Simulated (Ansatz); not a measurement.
# Zn (Zinc): further runs on the relaxed cell

The task here is to estimate one member of a computed series from the others.

The COD entry's cell or inner coordinates are ideal or old and differ from later refinements, so a difference from it is no clean test against experiment.

Method: DFT PBE, scalar-relativistic, plane waves, PAW, in Ansatz 0.2.0.

1 further run of the same task is left out (set aside as unsound or not needed).

## The system as given

It takes space group P6_3/mmc (No. 194, hexagonal). Conventional cell: a = 2.633 Å, b = 2.633 Å, c = 5.108 Å, α = 90.00°, β = 90.00°, γ = 120.00°. Zn (site symmetry -6m2) is surrounded by 12 Zn at 2.63 to 2.97 Å.

As a file:

```xyz
2
Lattice="2.6333 0.0000 0.0000 -1.3167 2.2805 0.0000 0.0000 0.0000 5.1082" Properties=species:S:1:pos:R:3 pbc="T T T"
Zn    0.0000    1.5203    1.2771
Zn    1.3167    0.7602    3.8312
```

It is the result of an earlier relaxation at this level (volume 15.34 Å³/atom; gap on the mesh: none (metal)).

The first run:

File input.yaml:

```yaml
crystal:
  lattice:
    - [2.6333229228, 0.0, 0.0]
    - [-1.3166614614, 2.2805245476, 0.0]
    - [0.0, 0.0, 5.1082449431]
  atoms:
    - { symbol: Zn, position: [0.3333333333, 0.6666666667, 0.25] }
    - { symbol: Zn, position: [0.6666666667, 0.3333333333, 0.75] }
basis:
  ecutwfc: 420
kpoints:
  mp_grid: { grid: [18, 18, 8] }
  band_path:
    path:
      - [[0.0, 0.0, 0.0], [0.5, 0.0, 0.0], [0.33333333, 0.33333333, 0.0], [0.0, 0.0, 0.0], [0.0, 0.0, 0.5], [0.5, 0.0, 0.5], [0.33333333, 0.33333333, 0.5], [0.0, 0.0, 0.5]]
      - [[0.5, 0.0, 0.5], [0.5, 0.0, 0.0]]
      - [[0.33333333, 0.33333333, 0.5], [0.33333333, 0.33333333, 0.0]]
    npoints: 14
hamiltonian:
  xc: pbe
scf:
  occupations: { method: gaussian, width: 0.1 }
  n_extra_bands: 6
output:
  forces: true
  stress: true
  eigenvalues: true
  populations: true
  dos: { projected: true, de: 0.02, nscf_kmesh: { grid: [27, 27, 12] } }
  bader: true
  write_density: true
  write_potential: true
  elf: true
  volumetric_format: npy
```

On the command line:

```console
$ ansatz run input.yaml --threads 1 --pin off --max-ram 2560MiB --backend cpu --events-out ev --progress --plain --runs-dir out
```

Steps of the session up to this table: Bands, states and charges; Relaxing with PBEsol; Relaxing with LDA; The cell under PBE+D3(BJ).

One of the session's tables, all rows but one given; the rest of the session is left out.

It belongs to the step «One structure, several functionals». 

```
functional  a (Å)  b (Å)  c (Å)  volume (Å³/atom)
       PBE  2.633  2.633  5.108             15.34
    PBEsol  2.592  2.592  4.902             14.26
       LDA  2.553  2.553  4.840             13.66
PBE+D3(BJ)      ?      ?      ?                 ?
```

Estimate the missing values for PBE+D3(BJ).

As computed: a (Å): 2.616; b (Å): 2.616; c (Å): 4.811; volume (Å³/atom): 14.26. In the column «a (Å)» it lies between PBEsol (2.592) and PBE (2.633).
